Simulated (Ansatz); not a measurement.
**C2H7AlSn: up Jacob's ladder to CCSD(T)**

An exercise on one series of results from a longer session: the logs are not shown, and one member is left open.

Method: functionals in def2-TZVPP, the program's frozen cores in correlated methods; program: Ansatz 0.2.0, Gaussian basis.

Plan: PBE-D4, r2SCAN-D4, PBE0-D4, B3LYP-D4, ωB97X-V, ωB97M-V, B2PLYP; CCSD(T)/def2-TZVPP; MP2/def2-QZVPP; extrapolation to the limit.

## The geometry

An earlier PBE0-D4 in a triple-zeta def2 set relaxation fixed the geometry. Sn takes the def2 core potential; no spin-orbit term is included.

SMILES `C=[C]([AlH2])[SnH3]`, 11 atoms, charge 0, spin multiplicity 1.

Atoms are counted from 1 here; the program's logs count them from 0.

Bond lengths: C1–C2 1.340 Å, C1–H5 1.092 Å, C1–H6 1.092 Å, C2–Al3 1.940 Å, C2–Sn4 2.135 Å, Al3–H7 1.589 Å, Al3–H8 1.588 Å, Sn4–H9 1.710 Å, Sn4–H10 1.710 Å, Sn4–H11 1.712 Å. Angles: C2–C1–H5 121.8°, C2–C1–H6 123.9°, H5–C1–H6 114.2°, C1–C2–Al3 117.3°, C1–C2–Sn4 118.0°, Al3–C2–Sn4 124.8°, C2–Al3–H7 117.6°, C2–Al3–H8 120.7°, H7–Al3–H8 121.7°, C2–Sn4–H9 110.5°, C2–Sn4–H10 110.5°, C2–Sn4–H11 108.2°, H9–Sn4–H10 108.3°, H9–Sn4–H11 109.7°, H10–Sn4–H11 109.7°.

Set-up of the first run:

Input file in.yaml:

```yaml
crystal:
  periodic: [false, false, false]
  atoms:
    - {symbol: C, position_ang: [0.490464, 1.531420, 0.191973]}
    - {symbol: C, position_ang: [0.209873, 0.220974, 0.173405]}
    - {symbol: Al, position_ang: [1.154553, -0.907754, 1.436827]}
    - {symbol: Sn, position_ang: [-1.235622, -0.473457, -1.236355]}
    - {symbol: H, position_ang: [1.219175, 1.954897, 0.887046]}
    - {symbol: H, position_ang: [0.024387, 2.263892, -0.470399]}
    - {symbol: H, position_ang: [2.197378, -0.209787, 2.411652]}
    - {symbol: H, position_ang: [0.885916, -2.471708, 1.484094]}
    - {symbol: H, position_ang: [-0.538104, -1.624790, -2.290345]}
    - {symbol: H, position_ang: [-2.549989, -1.212341, -0.430393]}
    - {symbol: H, position_ang: [-1.792633, 0.871753, -2.137007]}
basis:
  gaussian: {orbitals: def2-TZVPP}
hamiltonian: {xc: pbe, dispersion: d4}
output: {forces: true, orbitals: {seedname: orbitals}}
```

Run with:

```
$ ansatz run in.yaml --threads 4 --pin off --events-out ev --progress --plain --max-ram 10444MiB
```

Steps of the session up to this table: PBE-D4 (GGA); r2SCAN-D4 (meta-GGA); PBE0-D4 (hybrid); B3LYP-D4 (hybrid); ωB97X-V (range-separated); ωB97M-V (range-separated); B2PLYP (double hybrid); CCSD(T) in def2-TZVPP; MP2 in def2-QZVPP.

One of the session's tables, all rows but one given; the rest of the session is left out.

| method | atomisation energy (kJ/mol) |
| --- | --- |
| PBE-D4 | 3396.8 |
| r2SCAN-D4 | 3386.4 |
| PBE0-D4 | 3366.2 |
| B3LYP-D4 | 3380.9 |
| ωB97X-V | 3406.7 |
| ωB97M-V | 3390.6 |
| B2PLYP | 3339.3 |
| HF/def2-TZVPP | 2500.7 |
| MP2/def2-TZVPP | 3315.7 |
| CCSD/def2-TZVPP | ? |
| CCSD(T)/def2-TZVPP | 3326.6 |
| MP2/CBS | 3393.5 |
| CCSD(T)/CBS | 3404.4 |

**Question.** Estimate the row for CCSD/def2-TZVPP.

**Answer.** atomisation energy (kJ/mol): 3278.9. In the column «atomisation energy (kJ/mol)» it lies between HF/def2-TZVPP (2500.7) and MP2/def2-TZVPP (3315.7).
